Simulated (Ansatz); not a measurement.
# Mg3TlF: the cost of one run

Method: DFT PBE, scalar-relativistic, plane waves, PAW, in Ansatz 0.2.0.

2 further runs of the same task are left out: 1 that didn't finish, 1 set aside as unsound or not needed.

## (1) The structure to begin with

It takes space group Pm-3m (No. 221, cubic). The conventional cell has a = 4.719 Å, b = 4.719 Å, c = 4.719 Å, α = 90.00°, β = 90.00°, γ = 90.00°. Mg (site symmetry 4/mmm) has 2 F at 2.36 Å as nearest neighbours. Around Tl (site symmetry m-3m) lie 12 Mg at 3.34 Å. Around F (site symmetry m-3m) lie 6 Mg at 2.36 Å.

Structure file:

```
Mg Tl F
1.0
     4.71908    0.00000    0.00000
     0.00000    4.71908    0.00000
     0.00000    0.00000    4.71908
Mg Tl F
3 1 1
Cartesian
  0.0000 2.3595 2.3595
  2.3595 0.0000 2.3595
  2.3595 2.3595 0.0000
  0.0000 0.0000 0.0000
  2.3595 2.3595 2.3595
```

A structure generator made this guess: random cell by space group and Wyckoff sites (Pm-3m, No. 221). Lengths come from tabulated atomic sizes and are only a guess.

## (2) The guess as it stands, on a coarse mesh

Contents of input.yaml:

```yaml
crystal:
  lattice:
    - [4.71908435, 0.0, 0.0]
    - [0.0, 4.71908435, 0.0]
    - [0.0, 0.0, 4.71908435]
  atoms:
    - { symbol: Mg, position: [0.0, 0.5, 0.5] }
    - { symbol: Mg, position: [0.5, 0.0, 0.5] }
    - { symbol: Mg, position: [0.5, 0.5, 0.0] }
    - { symbol: Tl, position: [0.0, 0.0, 0.0] }
    - { symbol: F, position: [0.5, 0.5, 0.5] }
basis:
  ecutwfc: 420
kpoints:
  mp_grid: { grid: [4, 4, 4] }
hamiltonian:
  xc: pbe
scf:
  occupations: { method: gaussian, width: 0.1 }
  lower_state_search: "off"
output:
  forces: true
  stress: true
  eigenvalues: true
```

Command:

```sh
> ansatz run input.yaml --threads 1 --pin off --max-ram 2048MiB --backend cpu --events-out ev --progress --plain --runs-dir out
```

**Question.** How long does this run take on 1 thread of Arm Neoverse V2, shared host, and how much memory does it need?

About 1.6 s, with a peak of 0.32 GiB.
